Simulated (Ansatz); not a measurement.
**HfF (doublet): wave-function methods side by side, def2-TZVPP**

The task here is to estimate one member of a computed series from the others.

The runs use Ansatz 0.2.0, Gaussian basis; def2-TZVPP, core rule «outside noble gas», up to 5 orbitals frozen.

The runs, in order: UHF; ROHF; CCSD(T) on UHF.

## What is computed

The geometry is a PBE0/def2-TZVP stationary point (not a proven minimum) of the parent state, kept for this charge and spin. No spin-orbit coupling is included. Elements past krypton take def2 core potentials.

2 atoms, charge 0, spin multiplicity 2.

Atoms are counted from 1 here; the program's logs count them from 0.

Bond lengths: Hf1–F2 1.894 Å.

Coordinates:

```xyz
2
FHf
Hf    0.00000    0.00000    0.00000
F     0.00000    0.00000    1.89380
```

The first run:

Input file in.yaml:

```yaml
crystal:
  periodic: [false, false, false]
  atoms:
    - {symbol: Hf, position_ang: [0.000000, 0.000000, 0.000000]}
    - {symbol: F, position_ang: [0.000000, 0.000000, 1.893800]}
basis:
  gaussian: {orbitals: def2-TZVPP}
magnetization: {spin_polarized: true, initial_magnetization: 1}
hamiltonian: {xc: hf}
output: {orbitals: {seedname: orbitals}}
```

On the command line:

```bash
ansatz run in.yaml --threads 1 --pin off --events-out ev --progress --plain --max-ram 3968MiB --backend cpu
```

Steps of the session up to this table: UHF; ROHF; CCSD(T) on UHF.

One of the session's tables, all rows but one given; the rest of the session is left out.

```
  method  from UCCSD(T) (kJ/mol)
    ROHF                  +915.3
     UHF                       ?
    UMP2                   +67.5
   UCCSD                   +32.4
UCCSD(T)                       0
```

Q: Estimate the row for UHF from the others.

As computed: from UCCSD(T) (kJ/mol): +897.2. In the column «from UCCSD(T) (kJ/mol)» it lies between UMP2 (+67.5) and ROHF (+915.3).
